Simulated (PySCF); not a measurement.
# CH9OPSi2: electronic excitations at several levels of theory

Aim: compute the electronic excitations of CH9OPSi2 (`C[Si@H](P)O[SiH3]`) at several levels, and see how far they spread and what each costs.

Computed with PySCF 2.14.0, with density-fitted response routines of our own, on a single molecule in the gas phase. Atoms are numbered from 0 throughout.

## Step 1: The starting structure

14 atoms, charge 0, multiplicity 1; geometry from: GFN2-xTB.

Bonds of the start (Å): C0–Si1 1.90, Si1–P2 2.25, Si1–O3 1.62, O3–Si4 1.62, C0–H5 1.09, C0–H6 1.09, C0–H7 1.09, Si1–H8 1.47, P2–H9 1.38, P2–H10 1.38, Si4–H11 1.46, Si4–H12 1.46, Si4–H13 1.46.

## Step 2: Relaxing the molecule at PBE0-D3(BJ)/def2-SVP

What the job is given:

```
{"job": {"xc": "PBE0", "basis": "def2-SVP", "d3": "d3bj", "grid": 1, "kind": "geom"}, "charge": 0, "multiplicity": 1}
C     -1.535171    -0.882139     0.761518
Si    -0.276460     0.508847     0.460503
P     -1.060612     1.808348    -1.196762
O      1.147584    -0.102624    -0.022624
Si     2.129115    -0.910541    -1.031603
H     -1.135086    -1.629278     1.439841
H     -2.452992    -0.495700     1.193977
H     -1.794779    -1.382333    -0.168352
H      0.096179     1.201073     1.698601
H     -0.207390     2.868865    -0.943208
H     -2.076192     2.363226    -0.437274
H      1.933127    -0.394124    -2.384768
H      3.459323    -0.627943    -0.501673
H      1.772677    -2.326149    -0.945102
```

Output:

```text
step   0  E = -1038.28400358  max force = 0.019062
step   1  E = -1038.29158797  max force = 0.004257
step   2  E = -1038.29208982  max force = 0.001501
step   3  E = -1038.29213937  max force = 0.001250
step   4  E = -1038.29219036  max force = 0.000964
step   5  E = -1038.29227968  max force = 0.001305
step   6  E = -1038.29237491  max force = 0.001538
step   7  E = -1038.29246754  max force = 0.000984
step   8  E = -1038.29251761  max force = 0.000518
step   9  E = -1038.29253051  max force = 0.000251
optimisation converged
```

Wall time 65 s (1 thread, shared host).

The steps of the relaxation:

```csv
step,energy from step 0 (eV),largest force component (eV/Å)
0,0.0000,0.9802
1,-0.2064,0.2189
2,-0.2200,0.0772
3,-0.2214,0.0643
4,-0.2228,0.0496
5,-0.2252,0.0671
6,-0.2278,0.0791
7,-0.2303,0.0506
8,-0.2317,0.0266
9,-0.2320,0.0129
```

Close pairs (by a distance rule), those that changed most:

```csv
bond,before (Å),after (Å),change (Å)
P2–H10,1.384,1.430,+0.046
P2–H9,1.385,1.429,+0.044
Si1–O3,1.623,1.664,+0.041
O3–Si4,1.623,1.658,+0.035
Si4–H11,1.462,1.495,+0.033
Si4–H13,1.462,1.495,+0.033
C0–Si1,1.900,1.869,-0.031
Si4–H12,1.460,1.490,+0.030
```

The next job starts from the end point, and lists it.

```csv
at the end point,value
point group (found at 0.08 Å tolerance),C1
"rotational constants (GHz, main isotopes)","2.914, 1.496, 1.133"
dipole moment (D),0.96
```

## Step 3: Ultraviolet spectrum: PBE0/aug-cc-pVDZ

What the job is given:

```
{"job": {"kind": "uv", "xc": "PBE0", "basis": "aug-cc-pVDZ"}, "charge": 0, "multiplicity": 1}
C     -1.466582    -1.217879     0.807828
Si    -0.232635     0.137873     0.444973
P     -0.973752     1.315960    -1.347482
O      1.250749    -0.509893     0.057911
Si     2.103912    -1.221694    -1.173058
H     -1.110875    -1.851943     1.635103
H     -2.441603    -0.794402     1.096544
H     -1.618683    -1.857339    -0.075636
H     -0.031692     0.994496     1.650074
H     -0.106370     2.426465    -1.111418
H     -2.056896     1.884935    -0.606500
H      2.124134    -0.332049    -2.373769
H      3.498309    -1.454199    -0.702973
H      1.486195    -2.529424    -1.551357
```

Method: TDDFT PBE0/aug-cc-pVDZ, vertical, gas phase, core orbitals frozen in the response.

Output:

```text
coarse grid: 12624 points
cycle   1  E = -1038.5349261393  dE =  1.628e-01  |g| = 7.486e-01  |ddm| = 8.256e+00
cycle   2  E = -1038.2999537313  dE =  2.350e-01  |g| = 1.307e+00  |ddm| = 3.119e+00
cycle   3  E = -1038.6426844941  dE = -3.427e-01  |g| = 1.247e-01  |ddm| = 2.008e+00
cycle   4  E = -1038.6461201564  dE = -3.436e-03  |g| = 4.538e-02  |ddm| = 3.659e-01
cycle   5  E = -1038.6466704620  dE = -5.503e-04  |g| = 6.991e-03  |ddm| = 1.042e-01
cycle   6  E = -1038.6466863715  dE = -1.591e-05  |g| = 1.430e-03  |ddm| = 2.293e-02
cycle   7  E = -1038.6466870398  dE = -6.684e-07  |g| = 4.279e-04  |ddm| = 4.700e-03
final grid: 106544 points
cycle   8  E = -1038.6625293335  dE = -8.880e-06  |g| = 6.461e-03  |ddm| = 1.071e-01
cycle   9  E = -1038.6625192238  dE =  1.011e-05  |g| = 9.514e-03  |ddm| = 2.732e-02
cycle  10  E = -1038.6625386737  dE = -1.945e-05  |g| = 1.073e-03  |ddm| = 1.580e-02
cycle  11  E = -1038.6625389375  dE = -2.639e-07  |g| = 9.413e-05  |ddm| = 2.078e-03
cycle  12  E = -1038.6625389400  dE = -2.482e-09  |g| = 3.475e-05  |ddm| = 3.287e-04
cycle  13  E = -1038.6625389404  dE = -4.000e-10  |g| = 7.302e-06  |ddm| = 1.053e-04
converged SCF energy = -1038.6625389404

Static polarisability (au): isotropic 98.781, principal 88.368 100.266 107.710

Singlet excitations
state   eV       nm        f      main configurations
  1   5.9572    208.1   0.00939   H->L 0.86
  2   6.1470    201.7   0.01195   H->L+1 0.72, H->L+3 0.09
  3   6.5623    188.9   0.02356   H->L+5 0.45, H->L+2 0.20, H->L+1 0.13
  4   6.6935    185.2   0.12280   H->L+2 0.67, H->L+5 0.19
  5   6.8089    182.1   0.03325   H-1->L 0.73, H-1->L+1 0.14
  6   6.8907    179.9   0.09067   H->L+4 0.70, H->L+5 0.13
  7   6.9302    178.9   0.01354   H->L+3 0.75, H->L+4 0.08, H->L+5 0.08
  8   7.1866    172.5   0.02138   H-1->L+1 0.48, H-2->L 0.25, H-1->L 0.15
  9   7.2244    171.6   0.03420   H->L+6 0.92
 10   7.2656    170.6   0.00577   H-2->L 0.44, H-1->L+1 0.25, H-2->L+1 0.12

Triplet excitations (Tamm-Dancoff, eV): 5.3902 5.5750 6.0196 6.1148
```

It took 34 s on 1 thread, shared host.

The orbitals next to the gap, with their largest atomic shares:

```csv
orbital,eV,atoms
HOMO−3,-9.32,"Si4 27 %, H11 20 %, P2 10 %"
HOMO−2,-8.79,"O3 30 %, P2 24 %, Si4 13 %"
HOMO−1,-8.35,"O3 26 %, C0 19 %, P2 12 %"
HOMO,-7.35,"P2 64 %, Si1 14 %, H8 5 %"
LUMO,-0.37,"Si4 21 %, H10 12 %, P2 9 %"
LUMO+1,-0.09,"Si4 27 %, Si1 12 %, P2 8 %"
LUMO+2,0.24,"Si1 24 %, P2 16 %, H9 11 %"
```

With each of the 10 states as a Gaussian band of 0.4 eV half-width at 1/e, the curve within the window shown has maxima at 182 nm (ε 12,000) L/(mol cm). Beyond the last state computed it falls off for lack of states. The curve at chosen wavelengths:

nm, ε (L/mol/cm) and a bar:
```
      164       1494 ####
      167       2872 #######
      169       4072 ###########
      172       6191 ################
      175       8435 ######################
      177       9781 ##########################
      180      11181 #############################
      183      11479 ##############################
      185      11011 #############################
      188       9505 #########################
      191       7486 ####################
      193       6118 ################
      196       4317 ###########
      199       2965 ########
      202       2054 #####
      204       1636 ####
      207       1199 ###
      210        900 ##
      212        744 ##
      215        550 #
      218        394 #
      220        308 #
      223        205 
      226        130 
      228         94 
      231         55
```

Further results of this job:

```csv
property,computed
dipole moment (D),0.94
polarisability (Å³),14.64
HOMO–LUMO gap (eV),6.98
−ε(HOMO) (eV),7.35
```

## Step 4: TDDFT and polarisability: PBE0/def2-TZVPD

Settings changed since step 3:

```diff
@@ -1,2 +1,2 @@
-{"job": {"kind": "uv", "xc": "PBE0", "basis": "aug-cc-pVDZ"}, "charge": 0, "multiplicity": 1}
+{"job": {"kind": "uv", "xc": "PBE0", "basis": "def2-TZVPD"}, "charge": 0, "multiplicity": 1}
 C     -1.466582    -1.217879     0.807828
```

With the program's defaults for keys left out, this is: TDDFT PBE0/def2-TZVPD, vertical, gas phase, core orbitals frozen in the response.

Output:

```text
coarse grid: 12624 points
cycle   1  E = -1038.6349922180  dE =  8.976e-02  |g| = 8.018e-01  |ddm| = 3.053e+00
cycle   2  E = -1038.3882849273  dE =  2.467e-01  |g| = 1.376e+00  |ddm| = 1.353e+00
cycle   3  E = -1038.7476905608  dE = -3.594e-01  |g| = 1.394e-01  |ddm| = 9.220e-01
cycle   4  E = -1038.7514127676  dE = -3.722e-03  |g| = 5.353e-02  |ddm| = 1.443e-01
cycle   5  E = -1038.7520988438  dE = -6.861e-04  |g| = 8.358e-03  |ddm| = 4.482e-02
cycle   6  E = -1038.7521153940  dE = -1.655e-05  |g| = 2.389e-03  |ddm| = 1.097e-02
cycle   7  E = -1038.7521166959  dE = -1.302e-06  |g| = 4.674e-04  |ddm| = 3.148e-03
final grid: 106544 points
cycle   8  E = -1038.7485843067  dE = -2.664e-05  |g| = 7.457e-03  |ddm| = 1.037e-01
cycle   9  E = -1038.7485721773  dE =  1.213e-05  |g| = 1.082e-02  |ddm| = 1.256e-02
cycle  10  E = -1038.7485946709  dE = -2.249e-05  |g| = 1.350e-03  |ddm| = 7.123e-03
cycle  11  E = -1038.7485950014  dE = -3.304e-07  |g| = 2.033e-04  |ddm| = 1.116e-03
cycle  12  E = -1038.7485950116  dE = -1.021e-08  |g| = 5.936e-05  |ddm| = 2.108e-04
cycle  13  E = -1038.7485950124  dE = -8.072e-10  |g| = 1.418e-05  |ddm| = 7.340e-05
converged SCF energy = -1038.7485950124

Static polarisability (au): isotropic 97.878, principal 87.670 99.280 106.685

Singlet excitations
state   eV       nm        f      main configurations
  1   5.9303    209.1   0.00931   H->L 0.77, H->L+1 0.12
  2   6.2303    199.0   0.00871   H->L+1 0.70, H->L 0.17
  3   6.6447    186.6   0.01505   H->L+2 0.63, H->L+5 0.14, H->L+1 0.10
  4   6.8597    180.7   0.00373   H-1->L 0.89
  5   6.9030    179.6   0.23802   H->L+3 0.71
  6   7.1175    174.2   0.06753   H->L+4 0.52, H->L+5 0.25, H->L+3 0.09
  7   7.2350    171.4   0.00461   H->L+5 0.48, H->L+4 0.19, H->L+2 0.13
  8   7.2728    170.5   0.01494   H-2->L 0.65, H->L+4 0.15
  9   7.3909    167.8   0.02087   H-1->L+1 0.70
 10   7.4351    166.8   0.00207   H->L+6 0.48, H->L+7 0.18, H->L+9 0.12

Triplet excitations (Tamm-Dancoff, eV): 5.2928 5.4419 6.0948 6.1987
```

It took 55 s on 1 thread, shared host.

In short: HOMO -7.38 eV, LUMO -0.32 eV; lowest singlet 5.93 eV.

## Step 5: TDDFT and polarisability: PBE0/6-31+G*

Settings changed since step 4:

```diff
@@ -1,2 +1,2 @@
-{"job": {"kind": "uv", "xc": "PBE0", "basis": "def2-TZVPD"}, "charge": 0, "multiplicity": 1}
+{"job": {"kind": "uv", "xc": "PBE0", "basis": "6-31+G*"}, "charge": 0, "multiplicity": 1}
 C     -1.466582    -1.217879     0.807828
```

Method: TDDFT PBE0/6-31+G*, vertical, gas phase, core orbitals frozen in the response.

Output:

```text
coarse grid: 12624 points
cycle   1  E = -1038.5581084133  dE =  1.234e-01  |g| = 7.357e-01  |ddm| = 3.431e+00
cycle   2  E = -1038.3453516671  dE =  2.128e-01  |g| = 1.260e+00  |ddm| = 2.776e+00
cycle   3  E = -1038.6648596299  dE = -3.195e-01  |g| = 1.181e-01  |ddm| = 2.225e+00
cycle   4  E = -1038.6679613838  dE = -3.102e-03  |g| = 4.145e-02  |ddm| = 2.019e-01
cycle   5  E = -1038.6684214474  dE = -4.601e-04  |g| = 6.198e-03  |ddm| = 6.093e-02
cycle   6  E = -1038.6684339545  dE = -1.251e-05  |g| = 1.259e-03  |ddm| = 1.485e-02
cycle   7  E = -1038.6684345226  dE = -5.681e-07  |g| = 3.006e-04  |ddm| = 3.767e-03
final grid: 106544 points
cycle   8  E = -1038.6013115391  dE = -6.801e-06  |g| = 6.547e-03  |ddm| = 3.221e-02
cycle   9  E = -1038.6013018395  dE =  9.700e-06  |g| = 9.478e-03  |ddm| = 1.680e-02
cycle  10  E = -1038.6013216447  dE = -1.981e-05  |g| = 1.072e-03  |ddm| = 1.072e-02
cycle  11  E = -1038.6013219102  dE = -2.655e-07  |g| = 8.552e-05  |ddm| = 1.386e-03
cycle  12  E = -1038.6013219122  dE = -2.007e-09  |g| = 3.436e-05  |ddm| = 2.934e-04
cycle  13  E = -1038.6013219126  dE = -3.643e-10  |g| = 6.745e-06  |ddm| = 8.578e-05
converged SCF energy = -1038.6013219126

Static polarisability (au): isotropic 88.236, principal 79.078 88.236 97.393

Singlet excitations
state   eV       nm        f      main configurations
  1   6.0212    205.9   0.01124   H->L 0.91
  2   6.3053    196.6   0.01432   H->L+1 0.82, H->L+4 0.09
  3   6.7492    183.7   0.02812   H->L+5 0.30, H->L+4 0.30, H->L+2 0.17
  4   6.8217    181.7   0.19167   H->L+2 0.72, H->L+4 0.11
  5   6.9058    179.5   0.02016   H-1->L 0.85
  6   7.0310    176.3   0.11021   H->L+3 0.66, H->L+4 0.25
  7   7.2156    171.8   0.00079   H->L+5 0.53, H->L+4 0.20, H->L+3 0.15
  8   7.3227    169.3   0.01758   H-2->L 0.68, H-1->L+1 0.13
  9   7.4294    166.9   0.01214   H-1->L+1 0.72, H-2->L 0.12
 10   7.5779    163.6   0.03887   H->L+6 0.91

Triplet excitations (Tamm-Dancoff, eV): 5.4069 5.6266 6.1178 6.2218
```

Run time: 14 s. Hardware: 1 thread, shared host.

This run: HOMO -7.37 eV, LUMO -0.29 eV; lowest singlet 6.02 eV.

## Step 6: Side by side: electronic excitations

Excitations and ground-state properties, with basis size and wall time:

```csv
run,lowest singlet (eV),brightest (eV),f,gap (eV),α (Å³),μ (D),functions,time
PBE0/aug-cc-pVDZ,5.96,6.69,0.123,6.98,14.64,0.94,208,34 s
PBE0/def2-TZVPD,5.93,6.90,0.238,7.06,14.50,0.93,287,55 s
PBE0/6-31+G*,6.02,6.82,0.192,7.08,13.08,0.98,120,14 s
```

## Step 7: Results

| quantity | value |
| --- | --- |
| point group | C1 |
| rotational constants (main isotopes) | 2.91, 1.50, 1.13 GHz |
| lowest singlet (PBE0/aug-cc-pVDZ) | 5.96 eV (208 nm), f = 0.009 |
| brightest single state of those computed | state 4, 6.69 eV, f = 0.123 |
| lowest triplet | 5.39 eV |
| range of the lowest singlet | 5.93 to 6.02 eV |

In words: Single values in the summary come from the first run of each kind that ended normally (PBE0/aug-cc-pVDZ), which need not be the best level. Relaxing lowered the energy by 0.232 eV in 9 steps; the close pair that moved most is P2–H10, from 1.384 to 1.430 Å. The first singlet state (HOMO→LUMO 0.86) lies at 5.96 eV and is weak; of the 10 states computed, the strongest absorption comes from state 4 at 6.69 eV. The lowest triplet lies 0.57 eV below the lowest singlet (triplets in Tamm-Dancoff, singlets in full TDDFT). The lowest singlet runs from 5.93 eV (PBE0/def2-TZVPD) to 6.02 eV (PBE0/6-31+G*), while the orbital gap spans 6.98 to 7.08 eV. The lowest state need not be the same one in every run.
